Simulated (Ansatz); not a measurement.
Working through a short molecular-dynamics run of BFH5NSi, SMILES FBN[SiH3]

Computed with Ansatz 0.2.0 through its Python package.

Notebook, run cell by cell (the value of a cell's last expression is shown):

```python
from dataclasses import dataclass

import ansatz as az
import numpy as np
```

```python
@dataclass
class Settings:
    basis_set: str = 'def2-SVP'
    functional: str = 'B3LYP'
    n_steps: int = 20
    temperature_k: int = 200
```

```python
opts = Settings()
```

```python
geometry_ang = [
    ('F', (0.1805, 0.377, -2.2799)),
    ('B', (0.8683, 0.5446, -1.057)),
    ('N', (0.1129, 0.8782, 0.2274)),
    ('Si', (-0.7579, -0.5437, 0.6916)),
    ('H', (2.0552, 0.4956, -1.0975)),
    ('H', (0.8724, 1.0052, 0.9817)),
    ('H', (-1.8187, -0.8116, -0.3351)),
    ('H', (0.0786, -1.7135, 0.834)),
    ('H', (-1.5028, -0.2782, 2.0177)),
]
system = az.Crystal.molecule()
for symbol, xyz in geometry_ang:
    system = system.atom(symbol, xyz)
```

```python
setup = system.calculation()
setup = setup.basis(gaussian=opts.basis_set).functional(opts.functional)
symbols = [site.symbol for site in system.cartesian_sites]
start = np.array([site.position_ang for site in system.cartesian_sites], dtype=float)
r = setup.relax(force_tolerance=0.02, max_steps=100).run().report
end = np.array(r['positions_ang'])
minimum = az.Crystal.molecule()
for symbol, place in zip(symbols, end):
    minimum = minimum.atom(symbol, place.tolist())
```

```python
# dynamics from the relaxed geometry
setup = (
    minimum.calculation()
    .basis(gaussian=opts.basis_set)
    .functional(opts.functional)
    .md('nvt_nose_hoover', timestep=0.5, steps=opts.n_steps, temperature=opts.temperature_k, initial_velocities='maxwell_boltzmann', seed=34, thermostat_time=20)
)
frames = []
outcome = setup.session().plan().execute(on_event=lambda e: frames.append(e['data']) if e['event'] == 'md_step' else None)
print('t (fs)   E_pot (eV)      E_kin (eV)   T (K)   d(0-1) (A)')
for f in frames[::2]:
    xyz = np.array(f['positions_ang'])
    print(f'{f["time_fs"]:6.2f} {f["lagrangian_ev"]:14.5f} {f["e_kin_ev"]:10.5f} {f["temperature_k"]:8.1f} {np.linalg.norm(xyz[0] - xyz[1]):9.4f}')
kept = np.array([f['conserved_ev'] for f in frames])
print(f'conserved energy moves by at most {1000 * np.ptp(kept):.3f} meV')
```

    t (fs)   E_pot (eV)      E_kin (eV)   T (K)   d(0-1) (A)
      0.00   -12839.84365    0.18096    200.0    1.3406
      1.00   -12839.82025    0.15816    174.8    1.3373
      2.00   -12839.77905    0.11775    130.1    1.3343
      3.00   -12839.76067    0.09973    110.2    1.3317
      4.00   -12839.77114    0.11013    121.7    1.3297
      5.00   -12839.77900    0.11822    130.7    1.3283
      6.00   -12839.75700    0.09761    107.9    1.3277
      7.00   -12839.73233    0.07461     82.5    1.3278
      8.00   -12839.74258    0.08535     94.3    1.3286
      9.00   -12839.75611    0.09983    110.3    1.3298
     10.00   -12839.73535    0.08139     90.0    1.3315
    conserved energy moves by at most 1.494 meV

Total energies depend on the basis set; only differences at equal settings carry meaning. The trajectory is only some femtoseconds long, so its temperature is not equilibrated; where the script doesn't relax first, it starts from a rough generated geometry. b3lyp holds the VWN-RPA fit, as in Gaussian; the form of ORCA and Turbomole is b3lyp5. The temperature counts the internal degrees of freedom alone. Finished in 2.7 min on 1 thread of Arm Neoverse V1 (shared host), peak memory 0.24 GiB.
